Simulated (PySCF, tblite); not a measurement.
# C2H15B2N3Si2: geometry, infrared bands and NMR shifts

What infrared bands and NMR shifts should C2H15B2N3Si2 (`CB(C)NB(N)[SiH2]N[SiH3]`) show?

Programs: tblite 0.8.0 and PySCF 2.14.0, with density-fitted response routines of our own. Each step states its level of theory. These are calculated values for one molecule in the gas phase, unless marked as measured. Atoms count from 0, in the outputs and in this text.

**1. The molecule as given**

24 atoms, charge 0, multiplicity 1; geometry from: force field or distance geometry start.

Bonds of the start (Å): C0–B1 1.58, B1–C2 1.59, B1–N3 1.53, N3–B4 1.54, B4–N5 1.51, B4–Si6 1.95, Si6–N7 1.79, N7–Si8 1.78, C0–H9 1.10, C0–H10 1.12, C0–H11 1.10, C2–H12 1.11, C2–H13 1.11, C2–H14 1.11, N3–H15 1.06, N5–H16 1.05, N5–H17 1.04, Si6–H18 1.48, Si6–H19 1.47, N7–H20 1.04, Si8–H21 1.48, Si8–H22 1.47, Si8–H23 1.46.

**2. Relaxing the molecule with GFN2-xTB**

What the job is given:

```
{"job": {"kind": "relax", "xc": "GFN2-xTB", "basis": "xTB"}, "charge": 0, "multiplicity": 1}
C     -1.198300     0.910800    -2.000500
B     -1.563100    -0.030500    -0.783300
C     -2.487700     0.497700     0.402500
N     -1.018000    -1.456300    -0.757500
B      0.081300    -1.563500     0.311900
N     -0.266700    -1.957500     1.731700
Si     1.922600    -1.119400    -0.171000
N      2.031400     0.570400    -0.756800
Si     1.866800     1.658100     0.648800
H     -0.551800     0.377900    -2.710100
H     -2.144500     1.211900    -2.518300
H     -0.687400     1.815800    -1.626900
H     -1.952300     0.475300     1.372100
H     -2.805200     1.545000     0.189100
H     -3.401900    -0.131900     0.474800
H     -1.804200    -2.093000    -0.454900
H      0.319600    -2.788900     1.975600
H      0.049300    -1.181400     2.353900
H      2.794200    -1.303300     1.008900
H      2.366400    -2.033100    -1.226800
H      2.990100     0.702300    -1.125500
H      1.985900     3.056800     0.195800
H      0.549100     1.487400     1.284700
H      2.912500     1.369000     1.629100
```

Started as:

```
> OMP_NUM_THREADS=1 python probes_run.py task.json out
```

This one command runs all jobs of the session in turn.

**Question.** This job is followed by: GFN2-xTB harmonic vibrations, gas phase; GIAO PBE0/pcSseg-1 NMR shielding, non-relativistic, gas phase. What will the session give for the following? strongest single infrared mode (GFN2-xTB); zero-point energy (GFN2-xTB); ¹³C shifts against TMS (PBE0/pcSseg-1, means over atoms taken as alike); ¹H shifts against TMS (PBE0/pcSseg-1, means over atoms taken as alike); ¹¹B shifts against BF3·OEt2 (PBE0/pcSseg-1); ¹⁵N shifts against NH3 (PBE0/pcSseg-1); ²⁹Si shifts against TMS (PBE0/pcSseg-1); surface potential, 1st and 99th percentile.

As calculated:

| quantity | value |
| --- | --- |
| strongest single infrared mode (GFN2-xTB) | 1992 cm⁻¹, 506 km/mol |
| zero-point energy (GFN2-xTB) | 113.5 kcal/mol |
| ¹³C shifts against TMS (PBE0/pcSseg-1, means over atoms taken as alike) | 9.0 ppm |
| ¹H shifts against TMS (PBE0/pcSseg-1, means over atoms taken as alike) | 5.58, 5.08, 4.67, 3.66, 0.66, -0.90 ppm |
| ¹¹B shifts against BF3·OEt2 (PBE0/pcSseg-1) | 52.7, 29.1 ppm |
| ¹⁵N shifts against NH3 (PBE0/pcSseg-1) | 166.9, 108.3, -6.8 ppm |
| ²⁹Si shifts against TMS (PBE0/pcSseg-1) | -46.9, -57.5 ppm |
| surface potential, 1st and 99th percentile | -0.53 V and 1.82 V |

What this shows: Relaxing lowered the energy by 2.679 eV in 187 steps; the close pair that moved most is B1–N3, from 1.527 to 1.408 Å. All 66 modes are real, so the xTB geometry is a minimum. The strongest single mode, at 1992 cm⁻¹, moves mainly H18. Unscaled tight-binding wavenumbers are off by several per cent, some by more. Its intensities can rank the bands wrongly. At PBE0/pcSseg-1: Shielding is most anisotropic at N3 (span 193 ppm, paramagnetic term -222 ppm). By nearest atom (PBE0/pcSseg-1), the HOMO sits on N7 55 %; H18 12 % and the LUMO on B4 28 %; Si6 11 %.
